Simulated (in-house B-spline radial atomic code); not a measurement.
**Zn²³⁺: ionisation energy by several methods**

How far do functionals differ on the ionisation energy of Zn²³⁺? Each run solves Zn²³⁺ and then the next ion ([He] 2s2 2p2).

Program: in-house B-spline radial atomic code version 1. Level of theory: scalar-relativistic (X2C), several functionals, spin-polarised; spherical all-electron atom at the radial basis limit. These are calculated values, not measurements, unless marked.

**1. What is computed**

| Quantity | Value |
| --- | --- |
| element | zinc (Z = 30) |
| charge | +23 |
| electrons | 7 |
| configuration | [He] 2s2 2p3 |
| nucleus | Fermi, rms radius 3.928 fm |

The outer shells:

[He] 2s2 2p3
```
[He] core
2s [↑↓]
2p [↑ ][↑ ][↑ ]
```

Where spins are not typed, each open shell is filled with up spins first.

**2. OLYP**

Settings of the run:

```ini
Z = 30
electrons = 7.0
configuration = [He] 2s2 2p3
hamiltonian = x2c
method = optx,lyp
spin_polarised = True
nucleus = fermi
rms_radius = 3.9283
mass_number = 64
atomic_mass = 63.929141776
speed_of_light = 137.035999084
```

**3. PBEsol**

Changes to the settings of step 2:

```diff
@@ -4,3 +4,3 @@
 hamiltonian = x2c
-method = optx,lyp
+method = pbesol
 spin_polarised = True
```

Q: The tabulated ionisation energy is 2214 ± 8 eV (semi-empirical; NIST Atomic Spectra Database). What does each method give, and which comes nearest?

As calculated:

| method | rung | total energy (hartree) | ΔSCF (eV) | −ε highest (eV) | ΔSCF less tabulated (eV) |
| --- | --- | --- | --- | --- | --- |
| OLYP | GGA | -1351.9643 | 2236.39 | 2176.19 (2p up) | +22.39 |
| PBEsol | GGA | -1350.4061 | 2232.14 | 2171.67 (2p up) | +18.14 |

What this shows: Tables give 2214 ± 8 eV (semi-empirical; NIST Atomic Spectra Database) for the ionisation energy. PBEsol misses by +18.14 eV, the least, and OLYP by +22.39 eV (1.0 %), the most. All methods miss on the same side by much the same amount, which points to something that they share. Relativistic terms that these runs lack can be as large as the gaps between close methods, so the nearest may be so by luck. Open shells are averaged (over orientations, and over spins where the run is restricted), while tables refer to the lowest levels.

Members of this set that are not shown: 1 did not converge; 4 used exact exchange with fractional occupations of an open shell, which is unsound here.
